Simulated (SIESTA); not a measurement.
Crystal: CaMn2Bi2.

```
Bi Mn Ca
1.0
     4.62638    0.00000    0.00000
    -2.31319    4.00656    0.00000
     0.00000    0.00000    7.72879
Bi Mn Ca
2 2 1
Direct
  0.33333 0.66667 0.75119
  0.66667 0.33333 0.24881
  0.33333 0.66667 0.37927
  0.66667 0.33333 0.62074
  0.00000 0.00000 0.00000
```

The cell is a database's computed one.

| Property | Result |
| --- | --- |
| Program | SIESTA 5.4.2 |
| Task | relaxation of cell and atoms |
| Functional | PBEsol |
| Potentials or basis | PseudoDojo 0.4 standard (PBEsol files) |
| Basis | DZP (energy shift 0.003 Ry; two zetas on semicore shells; d shell added on Ca) |
| Grid cutoff | 800 Ry |
| Energy shift | 0.003 Ry |
| k mesh | 5 × 5 × 3 |
| Occupations | fermi-dirac, width 0.05 eV |
| Spin | collinear spin, ferromagnetic start |
| Starting moments | [0.0, 0.0, 4.0, 4.0, 0.0] μB |

At the start: pressure -2.4 GPa; volume 28.65 Å³/atom.

Question: Where does the relaxation end?

Answer: Over 14 steps the energy falls by 17.8 meV/atom and the volume is 26.52 Å³/atom (-7.4 %); space group P-3m1 (No. 164, to 0.05 Å); moment 8.43 μB per cell.

The path:
| step | energy change (eV) | largest force (eV/Å) | pressure (GPa) | volume (Å³) |
| --- | --- | --- | --- | --- |
| 1 | 0.0000 | 0.0986 | -2.42 | 143.26 |
| 2 | -0.0105 | 0.0737 | -2.21 | 142.50 |
| 3 | -0.0541 | 0.1142 | -0.46 | 136.14 |
| 4 | -0.0547 | 0.1147 | -0.40 | 135.91 |
| 5 | -0.0600 | 0.0577 | -0.31 | 135.31 |
| 6 | -0.0654 | 0.0531 | -0.42 | 135.12 |
| 7 | -0.0651 | 0.0678 | -0.43 | 135.16 |
| 8 | -0.0604 | 0.1106 | -0.47 | 135.54 |
| 9 | -0.0623 | 0.1170 | -0.31 | 135.04 |
| 10 | -0.0048 | 0.5714 | 2.06 | 129.48 |
| 11 | -0.0798 | 0.1011 | -0.39 | 133.77 |
| 12 | -0.0860 | 0.0197 | -0.09 | 133.06 |
| 13 | -0.0876 | 0.0474 | -0.17 | 133.01 |
| 14 | -0.0892 | 0.0094 | -0.01 | 132.61 |

Final structure:
```
Bi Mn Ca
1.0
     4.42545    0.00007   -0.00003
    -2.21266    3.83259    0.00003
    -0.00006    0.00003    7.81826
Bi Mn Ca
2 2 1
Direct
  0.33333 0.66667 0.74962
  0.66667 0.33333 0.25038
  0.33333 0.66667 0.39224
  0.66666 0.33333 0.60776
  0.00000 0.00000 0.00000
```

Caveat: short orbitals over semicore shells can move pressures by several GPa; the basis of atomic orbitals isn't converged, which shifts pressures, moduli and gaps.
